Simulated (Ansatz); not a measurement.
# CH3Ga (triplet): the correlation ladder at distance C1–Ga2 = 2.414 Å, cc-pVDZ

One table from this session's results is given with a row withheld; the runs are named, their logs left out.

Program: Ansatz 0.2.0, Gaussian basis. Level of theory: cc-pVDZ, core rule «outside noble gas», up to 15 orbitals frozen. These are calculated values, not measurements.

Plan: UHF; CCSD(T) on ROHF; CCSD(T) on UHF; BCCD(T) on ROHF; CISD; CCSDT(Q) on ROHF; CCSDT(Q) on UHF; CASSCF and MRCISD+Q, 4 electrons in 4 orbitals; CASSCF and NEVPT2, 4 electrons in 4 orbitals.

24 further runs of the same task are left out: 4 for a known fault of the program, 1 for a mislabelled method, 15 that didn't finish, 4 set aside as unsound or not needed.

### The system

The geometry derives from a PBE0/def2-TZVP stationary point (not a proven minimum). One bond is set to the value named and the two fragments are kept rigid. No spin-orbit coupling is included. The filled d shell of Ga may be among the frozen orbitals whatever the setting's name suggests; the logs give the count.

5 atoms, charge 0, spin multiplicity 3.

Atoms are counted from 1 here; the program's logs count them from 0.

Bond lengths: C1–Ga2 2.414 Å, C1–H3 1.090 Å, C1–H4 1.087 Å, Ga2–H5 1.596 Å. Angles: Ga2–C1–H3 122.8°, Ga2–C1–H4 123.5°, H3–C1–H4 113.7°, C1–Ga2–H5 119.5°.

Geometry (Å):

```xyz
5
CH3Ga
C     0.0000    0.1063    2.0070
Ga    0.0000   -0.0414   -0.4025
H     0.0000    1.0570    2.5398
H     0.0000   -0.7618    2.6608
H     0.0000    1.2980   -1.2714
```

The first run:

The input, in.yaml:

```yaml
crystal:
  periodic: [false, false, false]
  atoms:
    - {symbol: C, position_ang: [0.000000, 0.106349, 2.006952]}
    - {symbol: Ga, position_ang: [0.000000, -0.041352, -0.402525]}
    - {symbol: H, position_ang: [0.000000, 1.056998, 2.539757]}
    - {symbol: H, position_ang: [0.000000, -0.761778, 2.660825]}
    - {symbol: H, position_ang: [0.000000, 1.297997, -1.271393]}
basis:
  gaussian: {orbitals: cc-pVDZ}
magnetization: {spin_polarized: true, initial_magnetization: 2}
hamiltonian: {xc: hf}
output: {orbitals: {seedname: orbitals}}
```

Command:

```console
$ ansatz run in.yaml --threads 1 --pin off --events-out ev --progress --plain --max-ram 2393MiB
```

Among the steps run: UHF; CCSD(T) on ROHF; CCSD(T) on UHF; BCCD(T) on ROHF; CISD; CCSDT(Q) on ROHF; CCSDT(Q) on UHF; CASSCF and MRCISD+Q, 4 electrons in 4 orbitals; CASSCF and NEVPT2, 4 electrons in 4 orbitals.

One table of the session follows, with a row left open; its other results are not shown here.

```
       method  from UCCSDT(Q) (kcal/mol)
         ROHF                    +134.78
          UHF                    +128.45
         RMP2                     +25.92
         UMP2                     +27.32
         CISD                     +13.86
        RCCSD                      +4.77
        UCCSD                      +4.38
     RCCSD(T)                      +1.13
     UCCSD(T)                      +1.07
      BCCD(T)                          ?
       RCCSDT                      +0.38
       UCCSDT                      +0.24
    RCCSDT(Q)                      +0.13
    UCCSDT(Q)                          0
  CASSCF pair                    +119.94
  NEVPT2 pair                     +24.82
  MRCISD pair                     +11.30
MRCISD+Q pair                      +1.44
```

**Question.** Estimate the row for BCCD(T).

**Answer.** from UCCSDT(Q) (kcal/mol): +1.16. In the column «from UCCSDT(Q) (kcal/mol)» it lies between RCCSD(T) (+1.13) and MRCISD+Q pair (+1.44).

To keep in mind: Restricted and unrestricted rows rest on different reference determinants; where their highest levels disagree by more than a few hundredths of an eV, they describe different states and don't form one ladder.
